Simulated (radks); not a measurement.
# Valence configurations of Ta

One table from this session's results is given with a row withheld; the runs are named, their logs left out.

Method: scalar-relativistic Kohn-Sham, BLYP, spin-polarised, spherical densities, point nucleus; open shells are filled with parallel spins first. Code: radks (a radial shooting solver on a logarithmic mesh, Libxc functionals) version 1.

## What is computed

- element: tantalum (Z = 73)
- charge: 0
- electrons: 73
- configuration: [Xe] 4f14 5d3 6s2
- others tried: 4f13 5d4 6s2; 4f14 5d4 6s1; 4f14 5d3 6s1 6p1; 4f14 5d2 6s2 6p1; 4f14 5d2.5 6s2 6p0.5; 4f13.5 5d3 6s1 6p1.5; 4f13 5d3 6s2 6p1; 4f13 5d5 6s1; 4f13.5 5d3 6s2 6p0.5

Outer shells as boxes (Hund's rule):

Ta
```
[Xe] core
4f [↑↓][↑↓][↑↓][↑↓][↑↓][↑↓][↑↓]
5d [↑ ][↑ ][↑ ][  ][  ]
6s [↑↓]
```

Set-up of the first run:

Input:

```text
Z 73
configuration [Xe] 4f14 5d3 6s2
relativity scalar-relativistic
functional b88,lyp
spin polarised
nucleus point
c 137.035999084
```

Among the steps run: [Xe] 4f14 5d3 6s2.

One of the session's tables, all rows but one given; the rest of the session is left out.

It belongs to the step «[Xe] 4f14 5d3 6s2». From the orbitals of this run (lengths in bohr):

```
  level     <r>  outermost maximum (interpolated)  90 % within  nodes
  5p up   1.299                              1.13         1.91      3
5p down   1.292                              1.12         1.90      3
  4f up  0.6418                             0.441         1.08      0
4f down  0.6378                             0.441         1.07      0
  6s up   3.248                              2.72         4.83      5
6s down   3.409                              2.81         5.12      5
  5d up       ?                                 ?            ?      ?
5d down   2.370                              1.59         3.97      2
```

Q: Estimate the row for 5d up from the others.

The run gave: <r>: 2.221; outermost maximum (interpolated): 1.59; 90 % within: 3.61; nodes: 2. In the column «<r>» it lies between 5p up (1.299) and 5d down (2.370).
